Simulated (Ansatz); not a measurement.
**BFH₄SeSi: a ladder of functionals and wavefunction methods**

An exercise on one series of results from a longer session: the logs are not shown, and one member is left open.

The runs use Ansatz 0.2.0, Gaussian basis; functionals in def2-TZVPP, the program's frozen cores in correlated methods.

Levels to be run: PBE-D4, r2SCAN-D4, PBE0-D4, B3LYP-D4, ωB97X-V, ωB97M-V, B2PLYP; CCSD(T)/def2-TZVPP; MP2/def2-QZVPP; extrapolation to the limit.

### The relaxed structure

The geometry comes from an earlier relaxation with PBE0-D4 in a triple-zeta def2 set; it is a stationary point, not always the lowest conformer.

8 atoms, charge 0, spin multiplicity 1.

Atoms are counted from 1 here; the program's logs count them from 0.

Bond lengths: F1–B2 1.326 Å, B2–Si3 2.029 Å, B2–Se4 1.938 Å, Si3–H5 1.487 Å, Si3–H6 1.489 Å, Si3–H7 1.489 Å, Se4–H8 1.472 Å. Angles: F1–B2–Si3 121.0°, F1–B2–Se4 119.5°, Si3–B2–Se4 119.5°, B2–Si3–H5 110.4°, B2–Si3–H6 110.0°, B2–Si3–H7 110.1°, H5–Si3–H6 109.0°, H5–Si3–H7 109.0°, H6–Si3–H7 108.4°, B2–Se4–H8 95.8°.

The first run:

in.yaml reads:

```yaml
crystal:
  periodic: [false, false, false]
  atoms:
    - {symbol: F, position_ang: [-0.163876, -0.817524, 1.742307]}
    - {symbol: B, position_ang: [-0.232135, -0.542478, 0.446710]}
    - {symbol: Si, position_ang: [0.644711, 1.121593, -0.314845]}
    - {symbol: Se, position_ang: [-1.183425, -1.747113, -0.736101]}
    - {symbol: H, position_ang: [0.425629, 1.196721, -1.783646]}
    - {symbol: H, position_ang: [0.070229, 2.337858, 0.322623]}
    - {symbol: H, position_ang: [2.108277, 1.096742, -0.044450]}
    - {symbol: H, position_ang: [-1.577211, -2.702902, 0.311600]}
basis:
  gaussian: {orbitals: def2-TZVPP}
hamiltonian: {xc: pbe, dispersion: d4}
output: {forces: true, orbitals: {seedname: orbitals}}
```

On the command line:

```
> ansatz run in.yaml --threads 4 --pin off --events-out ev --progress --plain --max-ram 10444MiB
```

Steps of the session up to this table: PBE-D4 (GGA); r2SCAN-D4 (meta-GGA); PBE0-D4 (hybrid); B3LYP-D4 (hybrid); ωB97X-V (range-separated); ωB97M-V (range-separated); B2PLYP (double hybrid); CCSD(T) in def2-TZVPP; MP2 in def2-QZVPP.

One table of the session follows, with a row left open; its other results are not shown here.

```
            method  atomisation energy (eV)
            PBE-D4                   27.141
         r2SCAN-D4                   27.050
           PBE0-D4                   26.723
          B3LYP-D4                   26.811
           ωB97X-V                   26.982
           ωB97M-V                   26.797
            B2PLYP                   26.505
     HF/def2-TZVPP                   20.071
    MP2/def2-TZVPP                   26.490
   CCSD/def2-TZVPP                        ?
CCSD(T)/def2-TZVPP                   26.159
           MP2/CBS                   27.180
       CCSD(T)/CBS                   26.849
```

**Question.** Estimate the row for CCSD/def2-TZVPP.

**Answer.** atomisation energy (eV): 25.771. In the column «atomisation energy (eV)» it lies between HF/def2-TZVPP (20.071) and CCSD(T)/def2-TZVPP (26.159).
